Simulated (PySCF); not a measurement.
# GaH2OF (SMILES [OH][GaH][F]) at 6 levels

Aim: a comparison of 6 runs (HF/STO-3G, B3LYP/6-31G*, PBE0/def2-SVP, PBE/pcseg-2, SVWN5/cc-pVTZ) of GaH2OF. The job is set up through a Python script.

Program for the calculation: PySCF 2.14.0.

### 1 Starting point

GaH2OF: 5 atoms, total charge 0, spin state singlet. As SMILES, `[OH][GaH][F]`. The coordinates come from a PBE0-D4/def2-TZVP relaxation. This is one conformer, not always the lowest.

Bond lengths: O1–Ga2 1.771 Å, Ga2–F3 1.746 Å, O1–H4 0.959 Å, Ga2–H5 1.545 Å. Angles: O1–Ga2–F3 111.1°, O1–Ga2–H5 128.8°, F3–Ga2–H5 120.0°, Ga2–O1–H4 114.5°.

### 2 Energy and forces at HF/STO-3G (run 1)

Contents of input.py:

```python
# [OH][GaH][F]
import pyscf.grad
from pyscf import gto, scf

mol = gto.Mole()
mol.atom = '''
O       -1.130400      -0.588700      -0.283800
Ga       0.383700       0.280500       0.015600
F        0.438300       1.777800      -0.881200
H       -1.210600      -1.420700       0.187200
H        1.569000      -0.122600       0.920900
'''
mol.basis = 'sto-3g'
mol.spin = 0
mol.verbose = 4
mol.charge = 0
mol.max_memory = 1860
mol.build()

hf = scf.RHF(mol)
hf.conv_tol = 1e-10
hf.kernel()
if not hf.converged:
    hf = hf.newton().run(hf.mo_coeff, hf.mo_occ)

etot = hf.e_tot
print('Final energy', etot)
grad = hf.Gradients().kernel()
hf.analyze()
```

Started as:

```sh
$ OMP_NUM_THREADS=1 python input.py
```

Log:

```text
PySCF version 2.14.0

[... 79 lines left out ...]
Total Energy =                       -2073.927429584837228
[... 4 lines left out ...]
DFT Exchange-Correlation Energy =      -93.996872872437734
[... 6 lines left out ...]
MO #5   energy= -41.9004037946235  occ= 2
[... 4 lines left out ...]
MO #10  energy= -3.92785944803058  occ= 2
[... 4 lines left out ...]
MO #15  energy= -0.509844282325305 occ= 2
[... 4 lines left out ...]
MO #20  energy= -0.372169068500365 occ= 2
[... 4 lines left out ...]
MO #25  energy= -0.286440606003049 occ= 2
[... 4 lines left out ...]
MO #30  energy= 0.753621069127888  occ= 0
[... 38 lines left out ...]
Dipole moment(X, Y, Z, Debye):  0.61995, -1.55501,  1.30587
```

Run time: 1.1 s. Hardware: 1 thread of Arm Neoverse V2, shared host; peak memory 0.14 GiB.

### 3 Energy and gradient at B3LYP/6-31G(d) (spherical functions) (run 2)

Contents of calc.py:

```python
# [OH][GaH][F]
from pyscf import gto, dft

mol = gto.M(
    atom='''
O   -1.130400  -0.588700  -0.283800
Ga   0.383700   0.280500   0.015600
F    0.438300   1.777800  -0.881200
H   -1.210600  -1.420700   0.187200
H    1.569000  -0.122600   0.920900
''',
    spin=0,
    verbose=3,
    basis='6-31g*',
    max_memory=1860,
)

mf = dft.RKS(mol)
mf.xc = 'b3lyp'
mf.conv_tol = 1e-10
mf.grids.level = 5
mf.kernel()
if not mf.converged:
    mf = mf.newton().run(mf.mo_coeff, mf.mo_occ)

energy = mf.e_tot
print('E(%s) = %.9f' % ('B3LYP', energy))
grad = mf.nuc_grad_method().kernel()
mf.analyze()
```

Started as:

```sh
$ OMP_NUM_THREADS=1 python calc.py
```

Log:

```text
converged SCF energy = -2100.93731703891
[... 17 lines left out ...]
MO #8   energy= -5.55035791949467  occ= 2
[... 7 lines left out ...]
MO #16  energy= -0.866513062973608 occ= 2
[... 7 lines left out ...]
MO #24  energy= -0.327129456241755 occ= 2
[... 7 lines left out ...]
MO #32  energy= 0.15069326222735   occ= 0
[... 7 lines left out ...]
MO #40  energy= 0.880868175944858  occ= 0
[... 7 lines left out ...]
MO #48  energy= 1.52517588657078   occ= 0
[... 7 lines left out ...]
MO #56  energy= 2.1015470816948    occ= 0
[... 7 lines left out ...]
MO #64  energy= 3.18544309210941   occ= 0
[... 6 lines left out ...]
Dipole moment(X, Y, Z, Debye):  0.90999, -2.51612,  2.06146
```

It took 14 s on 1 thread of Arm Neoverse V2, shared host; peak memory 0.65 GiB.

### 4 Energy and gradient at B3LYP/6-31G(d) (Cartesian functions) (run 3)

Contents of input.py:

```python
import pyscf.grad
from pyscf import gto, dft

mol = gto.Mole()
mol.atom = [
    ('O', (-1.130400, -0.588700, -0.283800)),
    ('Ga', (0.383700, 0.280500, 0.015600)),
    ('F', (0.438300, 1.777800, -0.881200)),
    ('H', (-1.210600, -1.420700, 0.187200)),
    ('H', (1.569000, -0.122600, 0.920900)),
]
mol.spin = 0
mol.cart = True
mol.max_memory = 1860
mol.basis = '6-31g*'
mol.verbose = 3
mol.build()

mf = dft.RKS(mol)
mf.xc = 'b3lyp'
mf.grids.level = 5
mf.conv_tol = 1e-10
mf.kernel()
if not mf.converged:
    mf = mf.newton().run(mf.mo_coeff, mf.mo_occ)

e_tot = mf.e_tot
print('Final energy', e_tot)
grad = mf.Gradients().kernel()
mf.analyze()
```

Started as:

```sh
$ OMP_NUM_THREADS=1 python input.py
```

Log:

```text
converged SCF energy = -2100.94630061486
[... 15 lines left out ...]
MO #6   energy= -24.6492379393273  occ= 2
[... 8 lines left out ...]
MO #15  energy= -0.860916844974684 occ= 2
[... 8 lines left out ...]
MO #24  energy= -0.326426678962394 occ= 2
[... 8 lines left out ...]
MO #33  energy= 0.225756753275247  occ= 0
[... 8 lines left out ...]
MO #42  energy= 0.957110600405655  occ= 0
[... 8 lines left out ...]
MO #51  energy= 1.74763612852243   occ= 0
[... 8 lines left out ...]
MO #60  energy= 2.45611066922248   occ= 0
[... 8 lines left out ...]
MO #69  energy= 73.7866107976602   occ= 0
[... 6 lines left out ...]
Dipole moment(X, Y, Z, Debye):  0.89842, -2.50111,  2.04576
```

It took 15 s on 1 thread of Arm Neoverse V2, shared host; peak memory 0.7 GiB.

Runs 4 to 5 aren't shown in full; the table further down has their settings and results.

### 5 Energy and forces at SVWN5/cc-pVTZ (run 6)

Contents of job.py:

```python
import pyscf.grad
from pyscf import gto, dft

mol = gto.M(
    atom='''
O       -1.130400      -0.588700      -0.283800
Ga       0.383700       0.280500       0.015600
F        0.438300       1.777800      -0.881200
H       -1.210600      -1.420700       0.187200
H        1.569000      -0.122600       0.920900
''',
    basis='cc-pvtz',
    spin=0,
    verbose=4,
    max_memory=1860,
)

mf = dft.RKS(mol)
mf.xc = 'svwn'
mf.grids.level = 5
mf.conv_tol = 1e-10
mf.kernel()
if not mf.converged:
    mf = mf.newton().run(mf.mo_coeff, mf.mo_occ)

e_tot = mf.e_tot
print('Final energy', e_tot)
grad = mf.Gradients().kernel()
mf.analyze()
```

Started as:

```sh
$ OMP_NUM_THREADS=1 python job.py
```

Log:

```text
PySCF version 2.14.0

[... 94 lines left out ...]
Total Energy =                       -2097.104019790426719
[... 18 lines left out ...]
MO #12  energy= -1.02559865971     occ= 2
[... 16 lines left out ...]
MO #29  energy= 0.0474542493769139 occ= 0
[... 16 lines left out ...]
MO #46  energy= 0.695783073424295  occ= 0
[... 16 lines left out ...]
MO #63  energy= 1.219972676796     occ= 0
[... 16 lines left out ...]
MO #80  energy= 2.40573236680921   occ= 0
[... 16 lines left out ...]
MO #97  energy= 3.87125772948931   occ= 0
[... 16 lines left out ...]
MO #114 energy= 6.52847903060511   occ= 0
[... 16 lines left out ...]
MO #131 energy= 11.0887728331611   occ= 0
[... 139 lines left out ...]
Dipole moment(X, Y, Z, Debye):  0.80893, -2.50092,  1.99611
```

Run time: 38 s. Hardware: 1 thread of Arm Neoverse V2, shared host; peak memory 0.84 GiB.

### 6 Overview of the runs

```csv
run,level,integration grid,Cartesian functions,energy (Eh),dipole moment (D),HOMO energy (eV),LUMO energy (eV),wall time
1,HF/STO-3G,–,no,-2073.927430,2.12,-7.79,5.84,1.1 s
2,B3LYP/6-31G* (spherical functions),5,no,-2100.937317,3.38,-8.75,-1.07,14 s
3,B3LYP/6-31G* (Cartesian functions),5,yes,-2100.946301,3.35,-8.73,-1.05,15 s
4,PBE0/def2-SVP,5,no,-2100.368435,3.45,-9.14,-0.77,13 s
5,PBE/pcseg-2,5,no,-2100.852083,3.31,-7.76,-1.80,59 s
6,SVWN5/cc-pVTZ,5,no,-2097.104020,3.30,-7.86,-1.97,38 s
```

### 7 Outcome

```
                       quantity           value
            run 6: total energy  -2097.10402 Eh
           run 6: dipole moment          3.30 D
             run 6: HOMO energy        -7.86 eV
             run 6: LUMO energy        -1.97 eV
           run 6: HOMO–LUMO gap         5.89 eV
run 6: largest force on an atom      0.882 eV/Å
```

The dipole moment (its size) runs from 2.12 D (HF/STO-3G) to 3.45 D (PBE0/def2-SVP). The two ends differ in method and basis. The HOMO–LUMO gap runs from 5.89 eV (SVWN5/cc-pVTZ) to 13.63 eV (HF/STO-3G). Totals of different functionals can't be ranked against each other. In run 1 the basis is minimal, so the values are rough. All runs together took 2.3 min, the longest 59 s.
